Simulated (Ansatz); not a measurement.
# C11H14HfO: how energies converge with the basis set

The task here is to estimate one member of a computed series from the others.

Method: one geometry, several basis sets; program: Ansatz 0.2.0, Gaussian basis.

Plan: PBE0-D4/def2-SVP; ωB97M-V/def2-SVP; PBE0-D4/def2-QZVPP; ωB97M-V/def2-QZVPP; the functionals' def2-TZVPP values are taken from earlier runs.

1 further run of the same task is left out (for a known fault of the program). Runs told in other sessions of the task aren't counted.

### The geometry

All runs share one geometry, relaxed beforehand with PBE0-D4 in a triple-zeta def2 set. Hf takes the def2 core potential; no spin-orbit term is included.

SMILES `C[O][HfH]12345678([C@H]9[C@@H]1[C@@H]2[C@@H]3[C@H]94)[C@H]1[C@@H]5[C@@H]6[C@@H]7[C@H]18`, 27 atoms, charge 0, spin multiplicity 1.

Atoms are counted from 1 here; the program's logs count them from 0.

Bond lengths: C1–O2 1.381 Å, C1–H14 1.097 Å, C1–H15 1.100 Å, C1–H16 1.096 Å, O2–Hf3 1.939 Å, Hf3–C4 2.501 Å, Hf3–C5 2.521 Å, Hf3–C6 2.536 Å, Hf3–C7 2.537 Å, Hf3–C8 2.528 Å, Hf3–C9 2.557 Å, Hf3–C10 2.544 Å, Hf3–C11 2.521 Å, Hf3–C12 2.513 Å, Hf3–C13 2.531 Å, Hf3–H17 1.844 Å, C4–C5 1.416 Å, C4–C8 1.412 Å and more. Angles: O2–C1–H14 110.9°, O2–C1–H15 111.9°, O2–C1–H16 110.5°, H14–C1–H15 107.9°, H14–C1–H16 107.7°, H15–C1–H16 107.7°, C1–O2–Hf3 155.3°, O2–Hf3–C4 112.6°, O2–Hf3–C5 137.6°, O2–Hf3–C6 118.2°, O2–Hf3–C7 87.7°, O2–Hf3–C8 84.5°, O2–Hf3–C9 138.5°, O2–Hf3–C10 114.2°, O2–Hf3–C11 85.9°, O2–Hf3–C12 88.4°, O2–Hf3–C13 119.0°, O2–Hf3–H17 99.1° and more.

The first run:

in.yaml reads:

```yaml
crystal:
  periodic: [false, false, false]
  atoms:
    - {symbol: C, position_ang: [-1.429457, -2.567733, 1.324707]}
    - {symbol: O, position_ang: [-0.467465, -1.677592, 0.889959]}
    - {symbol: Hf, position_ang: [0.196481, 0.034667, 0.269345]}
    - {symbol: C, position_ang: [-1.437194, 1.223277, -1.205131]}
    - {symbol: C, position_ang: [-0.762895, 2.239499, -0.486516]}
    - {symbol: C, position_ang: [-1.114893, 2.120312, 0.871510]}
    - {symbol: C, position_ang: [-2.017915, 1.039720, 0.993369]}
    - {symbol: C, position_ang: [-2.225628, 0.496244, -0.286819]}
    - {symbol: C, position_ang: [2.237512, 0.966417, -0.957004]}
    - {symbol: C, position_ang: [2.730725, 0.170801, 0.098605]}
    - {symbol: C, position_ang: [2.369317, -1.168681, -0.161285]}
    - {symbol: C, position_ang: [1.646144, -1.200604, -1.370018]}
    - {symbol: C, position_ang: [1.560406, 0.121622, -1.861401]}
    - {symbol: H, position_ang: [-1.489715, -3.436930, 0.657413]}
    - {symbol: H, position_ang: [-2.426226, -2.105189, 1.367618]}
    - {symbol: H, position_ang: [-1.188187, -2.934079, 2.329452]}
    - {symbol: H, position_ang: [0.853119, 0.687306, 1.864449]}
    - {symbol: H, position_ang: [-1.396108, 1.061402, -2.271784]}
    - {symbol: H, position_ang: [-0.094699, 2.975682, -0.907113]}
    - {symbol: H, position_ang: [-0.758827, 2.740339, 1.678535]}
    - {symbol: H, position_ang: [-2.444810, 0.675132, 1.916068]}
    - {symbol: H, position_ang: [-2.849849, -0.353213, -0.523638]}
    - {symbol: H, position_ang: [2.350756, 2.036377, -1.048148]}
    - {symbol: H, position_ang: [3.289076, 0.523120, 0.950957]}
    - {symbol: H, position_ang: [2.568174, -2.014751, 0.478996]}
    - {symbol: H, position_ang: [1.218128, -2.078982, -1.830719]}
    - {symbol: H, position_ang: [1.084031, 0.425828, -2.781388]}
basis:
  gaussian: {orbitals: def2-SVP}
hamiltonian: {xc: pbe0, dispersion: d4}
output: {orbitals: {seedname: orbitals}}
```

Command:

```sh
$ ansatz run in.yaml --threads 11 --pin off --events-out ev --progress --plain --max-ram 174080MiB --backend cpu
```

Steps of the session up to this table: PBE0-D4 in def2-SVP; ωB97M-V in def2-SVP; PBE0-D4 in def2-QZVPP; ωB97M-V in def2-QZVPP.

One table of the session follows, with a row left open; its other results are not shown here.

It belongs to the step «Density functionals: the series». 

| functional | basis | HOMO (eV) |
| --- | --- | --- |
| PBE0-D4 | def2-SVP | -6.57 |
| PBE0-D4 | def2-TZVPP | -6.51 |
| PBE0-D4 | def2-QZVPP | ? |
| ωB97M-V | def2-SVP | -8.65 |
| ωB97M-V | def2-TZVPP | -8.58 |
| ωB97M-V | def2-QZVPP | -8.59 |

**Question.** Estimate the row for PBE0-D4, def2-QZVPP.

The run gave: HOMO (eV): -6.52. In the column «HOMO (eV)» it lies between PBE0-D4, def2-SVP (-6.57) and PBE0-D4, def2-TZVPP (-6.51).
